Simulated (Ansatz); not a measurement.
# CFGa: the cost of one run

The runs use Ansatz 0.2.0, Gaussian basis; def2-QZVPP, all electrons in the functionals, frozen cores in the correlation of double hybrids and RPA.

Plan: PBE, BLYP, r2SCAN, B97M-V, PBE0, B3LYP, wB97M-V, B2PLYP, at charge 0, singlet; charge 0, triplet; charge 1, doublet.

6 further runs of the same task are left out: 6 set aside as unsound or not needed.

### 1 What is computed

The geometry is a PBE0/def2-TZVP stationary point (not a proven minimum). No spin-orbit coupling is included. The filled d shell of Ga may be among the frozen orbitals whatever the setting's name suggests; the logs give the count.

3 atoms, charge 0, spin multiplicity 1.

Atoms are counted from 1 here; the program's logs count them from 0.

Bond lengths: C1–Ga2 1.921 Å, Ga2–F3 1.736 Å. Angles: C1–Ga2–F3 180.0°.

Coordinates:

| atom | x (Å) | y (Å) | z (Å) |
| --- | --- | --- | --- |
| C1 | 0.0000 | 0.0000 | 1.8596 |
| Ga2 | 0.0000 | 0.0000 | -0.0616 |
| F3 | 0.0000 | 0.0000 | -1.7980 |

No dispersion term is added; B97M-V, wB97M-V hold VV10 nonlocal correlation. B3LYP takes the VWN-RPA correlation.

The geometry shown and the zero of energy belong to the point charge 0, singlet. The yardstick, RCCSD(T), and other wave-function levels (R restricted, U unrestricted, valence and pair active spaces) come from earlier runs.

### 2 PBE, charge 0, singlet

in.yaml

```yaml
crystal:
  periodic: [false, false, false]
  atoms:
    - {symbol: C, position_ang: [0.000000, 0.000000, 1.859600]}
    - {symbol: Ga, position_ang: [0.000000, 0.000000, -0.061600]}
    - {symbol: F, position_ang: [0.000000, 0.000000, -1.798000]}
basis:
  gaussian: {orbitals: "def2-QZVPP.json"}
magnetization: {spin_polarized: true, initial_magnetization: 0}
hamiltonian: {xc: {name: PBE}}
output: {orbitals: {seedname: orbitals}}
```

Command:

```
$ ansatz run in.yaml --threads 1 --pin off --events-out ev --progress --plain --max-ram 2393MiB
```

Q: Estimate wall time and peak memory on 1 thread of Intel Xeon 6975P-C, shared host.

About 29 s, with a peak of 0.52 GiB.
